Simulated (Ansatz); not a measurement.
## CH8N2Si, SMILES C[SiH](N)N: a ladder of methods at one geometry, step by step

Program: the Ansatz DFT code, driven from Python.

Run as a notebook:

In [1]:
```python
import warnings

import ansatz as az
```

In [2]:
```python
warnings.simplefilter('ignore', az.DeckWarning)
```

In [3]:
```python
geometry_ang = [
    ('C', (-0.7021, 1.299, -0.3324)),
    ('Si', (-0.2587, -0.3108, 0.2541)),
    ('N', (1.1867, -0.3209, 1.049)),
    ('N', (0.2975, -1.344, -0.975)),
    ('H', (0.0309, 1.7995, -0.976)),
    ('H', (-0.9574, 2.0426, 0.4848)),
    ('H', (-1.631, 1.2963, -0.951)),
    ('H', (-1.222, -0.9698, 1.0766)),
    ('H', (1.9463, -0.0312, 0.4444)),
    ('H', (1.2276, 0.3796, 1.8217)),
    ('H', (-0.6052, -1.7987, -1.3567)),
    ('H', (0.7644, -2.0967, -0.5056)),
]
molecule = az.Crystal.molecule()
for symbol, xyz in geometry_ang:
    molecule = molecule.atom(symbol, xyz)

base = molecule.calculation()
base = base.basis(gaussian='def2-SVP')
base = base.scf(lower_state_search='light')
```

In [4]:
```python
methods = ['mp2', 'ccsd', 'ccsd_t']
reports = [base.correlation(m).run().report for m in methods]
print(f'Hartree-Fock reference {reports[0]["reference_energy_ev"] / 27.211386246:.6f} Ha')
best = reports[-1]['free_energy_ev'] - reports[-1]['reference_energy_ev']
for method, each in zip(methods, reports):
    gained = each['free_energy_ev'] - each['reference_energy_ev']
    print(f'{method:8s} total {each["free_energy_ev"] / 27.211386246:.6f} Ha  correlation {gained:9.4f} eV  ({100 * gained / best:.1f} % of the last)')
```
```text
Hartree-Fock reference -440.177283 Ha
mp2      total -440.773048 Ha  correlation  -16.2116 eV  (90.0 % of the last)
ccsd     total -440.822603 Ha  correlation  -17.5600 eV  (97.5 % of the last)
ccsd_t   total -440.839325 Ha  correlation  -18.0151 eV  (100.0 % of the last)
```

Caveats:
- The settings weren't tested for convergence.
- The geometry is a force-field or estimated start, not a minimum of this method, and the basis set is short of its limit. A lower total doesn't mark the better method: functionals have no common bound, and MP2 and coupled cluster aren't variational.
- Inner cores stay frozen, so this is valence correlation.
- Run time: 19 s on 1 thread of Arm Neoverse V1, on a shared host, peak memory 0.48 GiB.

(Lines on the test bed's own set-up are left out of the output.)
